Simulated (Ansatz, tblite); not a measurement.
# Cyclo-(F2SiCH2)4 (C₄H₈F₈Si₄): one state, many levels

An exercise on one series of results from a longer session: the logs are not shown, and one member is left open.

Program: Ansatz 0.2.0, Gaussian basis. Level of theory: as each input shows. These are calculated values, not measurements.

Plan: GFN1-xTB, GFN2-xTB, PBE-D4/def2-TZVP, r2SCAN-D4/def2-TZVP, HF/def2-TZVP, ωB97X-V/def2-TZVP, B3LYP-D4/def2-TZVP, PBE-D4/def2-SVP, PBE0-D4/def2-SVP, HF/STO-3G, CCSD(T)/def2-SVP, MP2/def2-TZVP, RPA/def2-TZVP.

### The relaxed structure

The geometry is that of the singlet, from an earlier relaxation (r2SCAN-D4/def2-SVP).

24 atoms, charge 0, spin multiplicity 1.

Bond lengths: Si1–F2 1.619 Å, Si1–F3 1.625 Å, Si1–C4 1.857 Å, Si1–C16 1.852 Å, C4–Si5 1.852 Å, C4–H17 1.105 Å, C4–H18 1.106 Å, Si5–F6 1.619 Å, Si5–F7 1.625 Å, Si5–C8 1.857 Å, C8–Si9 1.852 Å, C8–H19 1.106 Å, C8–H20 1.105 Å, Si9–F10 1.625 Å, Si9–F11 1.619 Å, Si9–C12 1.857 Å, C12–Si13 1.852 Å, C12–H21 1.105 Å and more. Angles: F2–Si1–F3 106.1°, F2–Si1–C4 108.5°, F2–Si1–C16 108.7°, F3–Si1–C4 108.7°, F3–Si1–C16 106.6°, C4–Si1–C16 117.6°, Si1–C4–Si5 118.3°, Si1–C4–H17 107.6°, Si1–C4–H18 106.8°, Si5–C4–H17 109.6°, Si5–C4–H18 106.7°, H17–C4–H18 107.2°, C4–Si5–F6 108.8°, C4–Si5–F7 106.6°, C4–Si5–C8 117.6°, F6–Si5–F7 106.1°, F6–Si5–C8 108.5°, F7–Si5–C8 108.7° and more.

PBE0-D4/def2-TZVP was run before; its log isn't repeated, and its numbers join the tables.

The first run:

Tight binding, by tblite at 300 K electronic temperature and without a spin-polarisation term:

```python
tblite.interface.Calculator('GFN1-xTB', numbers, positions, charge=0, uhf=0).singlepoint()
```

Tight binding, by tblite at 300 K electronic temperature and without a spin-polarisation term:

```python
tblite.interface.Calculator('GFN2-xTB', numbers, positions, charge=0, uhf=0).singlepoint()
```

start.molden holds the orbitals of an earlier run on this state, given as this run's starting guess.

in.yaml

```yaml
crystal:
  periodic: [false, false, false]
  atoms:
    - {symbol: Si, position_ang: [-1.644616, -1.089873, -0.765757]}
    - {symbol: F, position_ang: [-3.035155, -1.897066, -0.955324]}
    - {symbol: F, position_ang: [-0.927670, -1.080528, -2.224253]}
    - {symbol: C, position_ang: [-2.038478, 0.660164, -0.284361]}
    - {symbol: Si, position_ang: [-1.100298, 1.418048, 1.121324]}
    - {symbol: F, position_ang: [-1.898011, 2.731254, 1.631461]}
    - {symbol: F, position_ang: [-1.158812, 0.352136, 2.346768]}
    - {symbol: C, position_ang: [0.672372, 1.883495, 0.820641]}
    - {symbol: Si, position_ang: [1.475726, 1.318728, -0.749769]}
    - {symbol: F, position_ang: [0.461668, 1.711986, -1.957388]}
    - {symbol: F, position_ang: [2.818333, 2.190872, -0.990326]}
    - {symbol: C, position_ang: [1.906886, -0.481849, -0.896479]}
    - {symbol: Si, position_ang: [1.269212, -1.646940, 0.394434]}
    - {symbol: F, position_ang: [1.624811, -0.983604, 1.834866]}
    - {symbol: F, position_ang: [2.114919, -3.025186, 0.314996]}
    - {symbol: C, position_ang: [-0.540791, -2.061790, 0.360069]}
    - {symbol: H, position_ang: [-1.927009, 1.287795, -1.186609]}
    - {symbol: H, position_ang: [-3.107286, 0.681330, -0.001228]}
    - {symbol: H, position_ang: [0.717595, 2.988448, 0.821251]}
    - {symbol: H, position_ang: [1.261406, 1.531898, 1.686557]}
    - {symbol: H, position_ang: [1.583433, -0.822230, -1.896437]}
    - {symbol: H, position_ang: [3.010319, -0.549942, -0.868903]}
    - {symbol: H, position_ang: [-0.917839, -1.997453, 1.396450]}
    - {symbol: H, position_ang: [-0.620728, -3.119713, 0.048017]}
basis:
  gaussian: {orbitals: def2-TZVP, fitting: {mean_field: def2-universal-jkfit}, initial_orbitals: start.molden}
hamiltonian: {xc: pbe, dispersion: d4}
scf: {omitted_lower_state_checks: [starts]}
output: {orbitals: {seedname: orbitals}}
```

Run with:

```
$ ansatz run in.yaml --threads 2 --pin off --events-out ev --progress --plain --max-ram 32768MiB --backend cuda --devices 0, --max-vram 18GiB
```

Among the steps run: PBE-D4/def2-TZVP; r2SCAN-D4/def2-TZVP; HF/def2-TZVP; ωB97X-V/def2-TZVP; B3LYP-D4/def2-TZVP; PBE-D4/def2-SVP; PBE0-D4/def2-SVP; HF/STO-3G; CCSD(T)/def2-SVP; MP2/def2-TZVP; RPA/def2-TZVP.

One table of the session follows, with a row left open; its other results are not shown here.

It belongs to the step «Binding energy». 

```
             method  binding an atom (eV)
          HF/STO-3G                 3.490
        HF/def2-SVP                 3.420
       HF/def2-TZVP                 3.464
    PBE-D4/def2-SVP                 4.687
   PBE-D4/def2-TZVP                 4.693
r2SCAN-D4/def2-TZVP                 4.642
 B3LYP-D4/def2-TZVP                 4.588
   PBE0-D4/def2-SVP                 4.580
  PBE0-D4/def2-TZVP                 4.604
  ωB97X-V/def2-TZVP                 4.637
       MP2/def2-SVP                 4.450
      MP2/def2-TZVP                 4.635
      CCSD/def2-SVP                     ?
   CCSD(T)/def2-SVP                 4.305
```

Estimate the missing values for CCSD/def2-SVP.

**Answer.** binding an atom (eV): 4.262. In the column «binding an atom (eV)» it lies between HF/STO-3G (3.490) and CCSD(T)/def2-SVP (4.305).

Limits of these values: Free atoms were run apart at each level; binding is atoms less cluster, divided by the number of atoms, without zero-point or spin-orbit terms.
